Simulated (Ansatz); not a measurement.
# B2(OH)4 (B₂H₄O₄): inputs that go wrong

1 input was typed for B2(OH)4 (B₂H₄O₄). Each is run as it stands; the log then has to tell whether the result can be used.

Method: the settings change from run to run; program: Ansatz 0.2.0, Gaussian basis.

2 further runs of the same task are left out: 2 set aside as unsound or not needed.

## 1. The relaxed structure

An earlier PBE-D4/def2-SVP relaxation fixed the geometry.

10 atoms, charge 0, spin multiplicity 1.

Atoms are counted from 1 here; the program's logs count them from 0.

Bond lengths: B1–O2 1.373 Å, B1–O3 1.373 Å, B1–B4 1.728 Å, O2–H7 0.974 Å, O3–H8 0.974 Å, B4–O5 1.379 Å, B4–O6 1.379 Å, O5–H9 0.977 Å, O6–H10 0.977 Å. Angles: O2–B1–O3 116.1°, O2–B1–B4 121.9°, O3–B1–B4 121.9°, B1–O2–H7 109.5°, B1–O3–H8 109.5°, B1–B4–O5 118.1°, B1–B4–O6 118.1°, O5–B4–O6 123.9°, B4–O5–H9 115.4°, B4–O6–H10 115.4°.

## 2. Attempt 1

in.yaml reads:

```yaml
crystal:
  periodic: [false, false, false]
  atoms:
    - {symbol: B, position_ang: [-2.078249, 0.703021, -1.052324]}
    - {symbol: O, position_ang: [-4.412684, -1.025464, -1.152552]}
    - {symbol: O, position_ang: [-2.369200, 3.320733, -2.281250]}
    - {symbol: B, position_ang: [1.045270, -0.354041, 0.529344]}
    - {symbol: O, position_ang: [1.152974, -3.019876, 1.711985]}
    - {symbol: O, position_ang: [3.283789, 1.518456, 0.534702]}
    - {symbol: H, position_ang: [-3.981410, -2.816009, -0.228708]}
    - {symbol: H, position_ang: [-0.604036, 4.366999, -2.093741]}
    - {symbol: H, position_ang: [2.956599, -3.530348, 2.582695]}
    - {symbol: H, position_ang: [5.006947, 0.836549, 1.449850]}
basis:
  gaussian: {orbitals: def2-SVP}
hamiltonian: {xc: {name: CAM-B3LYP}, dispersion: d3bj}
scf: {omitted_lower_state_checks: [starts]}
```

Started as:

```sh
$ ansatz run in.yaml --threads 2 --pin off --events-out ev --progress --plain --max-ram 32768MiB --backend cpu
```

**Question.** What will the summary of the whole plan be?

The runs gave:

```tsv
attempt	level	ended	cause	time
1	CAM-B3LYP/def2-SVP	converged	the coordinates are in bohr but typed as ångström	5.5 s
```

**Reading.** 1 converged. The dangerous case is the input that converges on a wrong geometry, charge, spin, basis or grid: often only a look at the input shows it.
